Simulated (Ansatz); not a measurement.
**[SiF3]− (SMILES F[Si-](F)F): levels of theory compared**

Wanted: a comparison of 6 runs (HF/STO-3G, UPBE0/STO-3G, revPBE/STO-3G, wB97M-V/STO-3G, CCSDT(Q)/STO-3G, UCCSD(T)/STO-3G) of [SiF3]−. 

Program for the calculation: Ansatz 0.2.0.

5 further runs of the same task are left out: 4 that didn't finish, 1 set aside as unsound or not needed.

### 1 The system as given

[SiF3]− has 4 atoms, charge -1, and is taken as a singlet. As SMILES, `F[Si-](F)F`. The F4–Si1 distance was set to 2.545 Å, away from the relaxed value. At this shape a bond of the SMILES string is far longer than usual.

Bond lengths: Si1–F2 1.693 Å, Si1–F3 1.696 Å. Angles: F2–Si1–F3 93.7°. A long bond or contact: Si1–F4 2.545 Å.

### 2 A single-point energy at HF/STO-3G (run 1)

molecule.yaml

```yaml
crystal:
  periodic: [false, false, false]
  atoms:
    - {symbol: Si, position_ang: [0.361558, 0.621182, 1.140223]}
    - {symbol: F, position_ang: [1.794338, 0.584452, 0.238223]}
    - {symbol: F, position_ang: [-0.321282, 1.865662, 0.212363]}
    - {symbol: F, position_ang: [-0.736530, -1.225060, -0.225300]}
basis:
  gaussian: {orbitals: STO-3G}
total_charge: -1
hamiltonian: {xc: hf}
accuracy: high
```

Started as:

```bash
ansatz run molecule.yaml --threads 1 --pin off --max-ram 2610MiB --events-out events.jsonl --progress --plain --runs-dir runs
```

Log:

```text
Warning: RAYON_NUM_THREADS=1 ignored (pool sized by the plan → 1); use --threads N
Functional definition: HF
  name "HF"
  exchange = exact_x
  correlation = 0
437 factors; integrals over basis functions are off by at most 3.3e-8 eV
mean field evaluation 1: about -15763.9283 eV, gradient 1.9e1 eV
mean field evaluation 2: about -15763.9997 eV, gradient 1.9e1 eV
mean field evaluation 4: about -15767.3547 eV, gradient 1.4e0 eV
mean field evaluation 8: about -15767.3695 eV, gradient 4.4e-2 eV
mean field -15767.36951749 eV, -579.4401422607 hartree, gradient 1.5e-8 eV, S^2 0.000000; 0 other end points of the search recorded, 0 dependent functions left out
reference -15767.36951749 eV, -579.4401422607 hartree; 21, 21 occupied and 3, 3 virtual orbitals, 437 factors
Total energy: -15767.36951749 eV, -579.4401422607 hartree
```

Wall time 0.08 s (1 thread of AMD EPYC 9R45 (Zen 5), shared host).

### 3 The energy at UPBE0/STO-3G (run 2)

molecule.yaml, as its differences from that of step 2:

```diff
@@ -8,5 +8,10 @@
 basis:
-  gaussian: {orbitals: STO-3G}
+  gaussian:
+    orbitals: STO-3G
+hamiltonian:
+  xc: {name: PBE0}
+magnetization:
+  spin_polarized: true
+  initial_magnetization: 0
+accuracy: high
 total_charge: -1
-hamiltonian: {xc: hf}
-accuracy: high
```

Started as:

```bash
ansatz run molecule.yaml --threads 1 --pin off --max-ram 2610MiB --events-out events.jsonl --progress --plain --runs-dir runs
```

Log:

```text
Warning: RAYON_NUM_THREADS=1 ignored (pool sized by the plan → 1); use --threads N
Functional definition: PBE0
  name "PBE0"
  parameter a = 0.25
  parameter kappa = 0.804
  parameter beta = 0.06672455060314922
  exchange = (1 - a)*pbe_x(kappa = kappa, mu = beta*pi^2/3) + a*exact_x
  correlation = pbe_c(beta = beta)
437 factors; integrals over basis functions are off by at most 3.3e-8 eV
mean field evaluation 1: about -15799.4931 eV, gradient 1.1e1 eV
mean field evaluation 2: about -15597.7302 eV, gradient 1.7e2 eV
mean field evaluation 4: about -15798.5997 eV, gradient 2.0e1 eV
mean field evaluation 8: about -15802.5059 eV, gradient 8.7e-2 eV
mean field evaluation 16: about -15802.5174 eV, gradient 5.2e-1 eV
mean field -15802.52213742 eV, -580.7319772160 hartree, gradient 7.3e-8 eV, S^2 0.129287; 3 other end points of the search recorded, 0 dependent functions left out
reference -15802.52213837 eV, -580.7319772508 hartree; 21, 21 occupied and 3, 3 virtual orbitals, 437 factors
Total energy: -15802.52213837 eV, -580.7319772508 hartree
```

Run time: 1.5 s. Hardware: 1 thread of AMD EPYC 9R45 (Zen 5), shared host; peak memory 0.16 GiB.

Runs 3 to 5 aren't shown in full; the table further down has their settings and results.

### 4 A single-point energy at UCCSD(T)/STO-3G (run 6)

run.yaml

```yaml
crystal:
  periodic: [false, false, false]
  atoms:
    - {symbol: Si, position_ang: [0.361558, 0.621182, 1.140223]}
    - {symbol: F, position_ang: [1.794338, 0.584452, 0.238223]}
    - {symbol: F, position_ang: [-0.321282, 1.865662, 0.212363]}
    - {symbol: F, position_ang: [-0.736530, -1.225060, -0.225300]}
basis:
  gaussian:
    orbitals: STO-3G
total_charge: -1
magnetization:
  spin_polarized: true
  initial_magnetization: 0
correlation:
  method: ccsd_t
  frozen_orbitals: {F: 1, Si: 5}
accuracy: high
scf:
  omitted_lower_state_checks: [cluster_reference, increment]
```

Started as:

```bash
ansatz run run.yaml --threads 1 --pin off --max-ram 2610MiB --events-out events.jsonl --progress --plain --runs-dir runs
```

Log:

```text
Warning: RAYON_NUM_THREADS=1 ignored (pool sized by the plan → 1); use --threads N
[... 14 lines left out ...]
8 core orbitals not correlated: weight in the atoms' cores, before any rotation towards them, 1.000 or more for the frozen orbitals, at most 0.000 for the correlated occupied ones
[... 53 lines left out ...]
WARN: these amplitudes may be one of several solutions (largest doubles amplitude 0.36, level shift 1.03 eV)
Total energy: -15770.63223369 eV, -579.5600448698 hartree
Checks for a lower state left out: cluster_reference, increment
```

Run time: 0.4 s. Hardware: 1 thread of AMD EPYC 9R45 (Zen 5), shared host.

### 5 All runs side by side

| run | level | frozen core orbitals | energy (Eh) | wall time |
| --- | --- | --- | --- | --- |
| 1 | HF/STO-3G | – | -579.440142 | 0.08 s |
| 2 | UPBE0/STO-3G | – | -580.731977 | 1.5 s |
| 3 | revPBE/STO-3G | – | -580.953081 | 0.52 s |
| 4 | wB97M-V/STO-3G | – | -581.116129 | 6.6 s |
| 5 | CCSDT(Q)/STO-3G | 8 | -579.561345 | 0.38 s |
| 6 | UCCSD(T)/STO-3G | 8 | -579.560045 | 0.4 s |

### 6 Outcome

| quantity | value |
| --- | --- |
| run 6: total energy | -579.56004 Eh |
| run 6: correlation energy (8 core orbitals frozen) | -86.8 mEh |
| run 6: (T) correction | -5.41 mEh |
| run 6: ⟨S²⟩ of the reference determinant | 0.710 |
| run 6: T1 diagnostic | 0.059 |

In words: Below the HF energy at the same shape and in the same basis (STO-3G): CCSDT(Q) -121.2 mEh; UCCSD(T) -119.9 mEh. Some of these start from another determinant than that one, so these aren't their correlation energies. Totals of different functionals can't be ranked against each other. In run 5 the log says that unrestricted orbitals would lower the reference, so the values rest on an unstable closed-shell determinant (other closed-shell runs at this shape may share the fault). In runs 1, 2, 3, 4, 5, 6 the basis is minimal, so the values are rough. Spin contamination of the reference: run 6 ⟨S²⟩ = 0.71, run 2 ⟨S²⟩ = 0.13. Where it is this large, the reference is a mixture of spin states, and values that rest on it are in doubt. All runs together took 9.5 s, the longest 6.6 s.
